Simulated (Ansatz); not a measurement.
# CH₄FNOSi: a ladder of functionals and wavefunction methods

One table from this session's results is given with a row withheld; the runs are named, their logs left out.

Method: functionals in def2-TZVPP, the program's frozen cores in correlated methods; program: Ansatz 0.2.0, Gaussian basis.

Plan: LDA (SPW92), PBE-D4, revPBE-D4, BLYP-D4, r2SCAN-D4, B97M-V, PBE0-D4, B3LYP-D4, r2SCANh-D4, r2SCAN0-D4, HSE06-D4, BHLYP-D4, CAM-B3LYP-D4, LC-ωPBE, ωB97X-V, ωB97M-V, B2PLYP, PBE-QIDH; CCSD(T)/def2-SVP; CCSD(T)/def2-TZVPP; MP2/def2-QZVPP; extrapolation to the limit; RPA on PBE.

**The relaxed structure**

An earlier PBE0-D4 in a triple-zeta def2 set relaxation fixed the geometry.

SMILES `O[SiH2]/N=C/F`, 9 atoms, charge 0, spin multiplicity 1.

Atoms are counted from 1 here; the program's logs count them from 0.

Bond lengths: O1–Si2 1.636 Å, O1–H6 0.959 Å, Si2–N3 1.733 Å, Si2–H7 1.485 Å, Si2–H8 1.483 Å, N3–C4 1.234 Å, C4–F5 1.336 Å, C4–H9 1.095 Å. Angles: Si2–O1–H6 117.7°, O1–Si2–N3 109.5°, O1–Si2–H7 105.5°, O1–Si2–H8 112.4°, N3–Si2–H7 112.7°, N3–Si2–H8 105.8°, H7–Si2–H8 111.1°, Si2–N3–C4 126.7°, N3–C4–F5 121.4°, N3–C4–H9 129.6°, F5–C4–H9 109.0°.

The first run:

in.yaml

```yaml
crystal:
  periodic: [false, false, false]
  atoms:
    - {symbol: O, position_ang: [-1.008232, 1.163570, 1.481955]}
    - {symbol: Si, position_ang: [-0.245830, -0.176827, 0.934713]}
    - {symbol: N, position_ang: [-0.220744, -0.160660, -0.797651]}
    - {symbol: C, position_ang: [0.777136, -0.209262, -1.521695]}
    - {symbol: F, position_ang: [0.674086, -0.177891, -2.853446]}
    - {symbol: H, position_ang: [-1.885693, 1.346622, 1.142162]}
    - {symbol: H, position_ang: [1.114714, -0.128183, 1.527089]}
    - {symbol: H, position_ang: [-0.951377, -1.423502, 1.317478]}
    - {symbol: H, position_ang: [1.834539, -0.280069, -1.247705]}
basis:
  gaussian: {orbitals: def2-TZVPP}
hamiltonian: {xc: lda}
output: {orbitals: {seedname: orbitals}}
```

Run with:

```console
ansatz run in.yaml --threads 2 --pin off --events-out ev --progress --plain --max-ram 4352MiB
```

Among the steps run: LDA; PBE-D4 (GGA); revPBE-D4 (GGA); BLYP-D4 (GGA); r2SCAN-D4 (meta-GGA); B97M-V (meta-GGA); B3LYP-D4 (hybrid); r2SCANh-D4 (hybrid); r2SCAN0-D4 (hybrid); HSE06-D4 (hybrid); BHLYP-D4 (hybrid); CAM-B3LYP-D4 (range-separated); LC-ωPBE (range-separated); ωB97X-V (range-separated); ωB97M-V (range-separated); B2PLYP (double hybrid); PBE-QIDH (double hybrid).

One table of the session follows, with a row left open; its other results are not shown here.

It belongs to the step «Frontier levels by functional». 

| functional | HOMO (eV) | gap (eV) |
| --- | --- | --- |
| LDA (SPW92) | -6.97 | 4.87 |
| PBE-D4 | -6.82 | 5.00 |
| revPBE-D4 | -6.76 | 5.05 |
| BLYP-D4 | -6.72 | 5.02 |
| r2SCAN-D4 | -7.13 | 5.55 |
| B97M-V | -7.27 | 5.76 |
| PBE0-D4 | -8.27 | 7.53 |
| B3LYP-D4 | -8.05 | 7.04 |
| r2SCANh-D4 | -7.68 | 6.49 |
| r2SCAN0-D4 | ? | ? |
| HSE06-D4 | -7.87 | 6.74 |
| BHLYP-D4 | -9.67 | 10.09 |
| CAM-B3LYP-D4 | -9.71 | 10.14 |
| LC-ωPBE | -11.05 | 12.73 |
| ωB97X-V | -10.71 | 12.31 |
| ωB97M-V | -10.61 | 12.05 |

Q: Estimate the row for r2SCAN0-D4 from the others.

Worked estimate for «HOMO (eV)». Against the share of exact exchange, r2SCAN-D4 (0, -7.13), r2SCANh-D4 (0.1, -7.68) give a slope of -5.50 per unit share; at 0.25 the line stands at -8.50.

As computed: HOMO (eV): -8.49; gap (eV): 7.90. In «HOMO (eV)» the line misses by -0.01.
